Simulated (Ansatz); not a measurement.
Working through a ranking of polymorphs by energy of 2 structures of MgZn3

With the Python package of Ansatz (0.2.0).

The script reads `mgzn3_pm_3m.vasp`:
```text
MgZn3
1.0
   3.96628632    0.00000000    0.00000000
   0.00000000    3.96628632    0.00000000
   0.00000000    0.00000000    3.96628632
Mg Zn
1 3
Direct
   0.00000000    0.00000000    0.00000000
   0.50000000    0.50000000    0.00000000
   0.50000000    0.00000000    0.50000000
   0.00000000    0.50000000    0.50000000
```

Contents of `mgzn3_p_6m2.cif`:
```cif
data_MgZn3
_cell_length_a 2.977210
_cell_length_b 2.977210
_cell_length_c 8.778603
_cell_angle_alpha 90.00000
_cell_angle_beta 90.00000
_cell_angle_gamma 120.00000
_symmetry_space_group_name_H-M 'P 1'
_symmetry_Int_Tables_number 1
loop_
_symmetry_equiv_pos_as_xyz
'x, y, z'
loop_
_atom_site_label
_atom_site_type_symbol
_atom_site_fract_x
_atom_site_fract_y
_atom_site_fract_z
Mg1 Mg    0.666667    0.333333    0.500000
Zn2 Zn    0.666667    0.333333    0.000000
Zn3 Zn    0.000000    0.000000    0.759833
Zn4 Zn    0.000000    0.000000    0.240167
```

Run as a notebook:

In [1]:
```python
import csv
import warnings

import ansatz as az
from ase.io import read
import numpy as np
import spglib


def ground_state(name, crystal):
    calc = (
        crystal.calculation()
        .functional("PBEsol")
        .basis(460)
        .kpoints(spacing=0.27)
        .occupations("fermi_dirac", width=0.05)
        .stress()
        .band_table()
    )
    calc = calc.relax(force_tolerance=0.02, max_steps=60, cell=True)
    return calc.run(threads=1)
```

In [2]:
```python
def volume_per_atom(outcome):
    return abs(np.linalg.det(outcome.lattice.cell_ang)) / len(outcome.lattice.sites)
```

In [3]:
```python
def space_group(outcome):
    sites = outcome.report["lattice"]["sites"]
    kinds = sorted({site["symbol"] for site in sites})
    cell = (outcome.lattice.cell_ang, [site["position_frac"] for site in sites], [kinds.index(site["symbol"]) for site in sites])
    return spglib.get_spacegroup(cell, symprec=0.01)
```

In [4]:
```python
def pressure_gpa(outcome):
    return float(np.trace(outcome.report["stress_gpa"]) / 3)
```

In [5]:
```python
warnings.simplefilter("ignore", az.DeckWarning)
```

In [6]:
```python
phases = {}
atoms = read("mgzn3_pm_3m.vasp", format="vasp")
pm_3m = az.Crystal.from_ase(atoms)
phases["Pm-3m"] = pm_3m
atoms = read("mgzn3_p_6m2.cif")
p_6m2 = az.Crystal.from_ase(atoms)
phases["P-6m2"] = p_6m2
```

In [7]:
```python
done = {}
for name, crystal in phases.items():
    done[name] = ground_state(name, crystal)
    print(f"{name}: {done[name].report['energy_sigma0_ev']:.4f} eV, {len(done[name].lattice.sites)} atoms")

energy = {name: o.report["energy_sigma0_ev"] / len(o.lattice.sites) for name, o in done.items()}
lowest = min(energy.values())
rows = [(name, len(o.lattice.sites), 1000 * (energy[name] - lowest), volume_per_atom(o), space_group(o), pressure_gpa(o)) for name, o in done.items()]
rows.sort(key=lambda row: row[2])
with open("polymorphs.csv", "w", newline="") as handle:
    writer = csv.writer(handle)
    writer.writerow(["phase", "atoms", "dE (meV/atom)", "V (A^3/atom)", "space group", "P (GPa)"])
    writer.writerows([round(v, 4) if isinstance(v, float) else v for v in row] for row in rows)
print(open("polymorphs.csv").read())
print("lowest in energy:", rows[0][0])
```
```text
Pm-3m: -11754.8548 eV, 4 atoms
P-6m2: -11754.5908 eV, 4 atoms
phase,atoms,dE (meV/atom),V (A^3/atom),space group,P (GPa)
Pm-3m,4,0.0,15.6148,Pm-3m (221),0.0172
P-6m2,4,66.0024,15.962,P-6m2 (187),0.0043

lowest in energy: Pm-3m
```

By space group at the end of each run: Pm-3m (+0 meV an atom, 15.6 Å³) and P-6m2 (+66 meV an atom, 16.0 Å³).

Reading the output:
- Total energies depend on the potentials; only differences at equal settings carry meaning.
- For the metals among these phases the mesh is modest: differences between phases can be off by up to 40 meV an atom.
- Pressure is positive in compression.
- The cells come from databases of deposited and of computed structures, and not all need be stable phases.
- The ranking holds among these structures alone, at zero temperature; the ground state may be another structure. Differences under about 40 meV an atom lie within the error of mesh and functional.
- Timing: 39 s on 1 thread of Arm Neoverse V2, with other jobs on the host, peak memory 0.48 GiB.
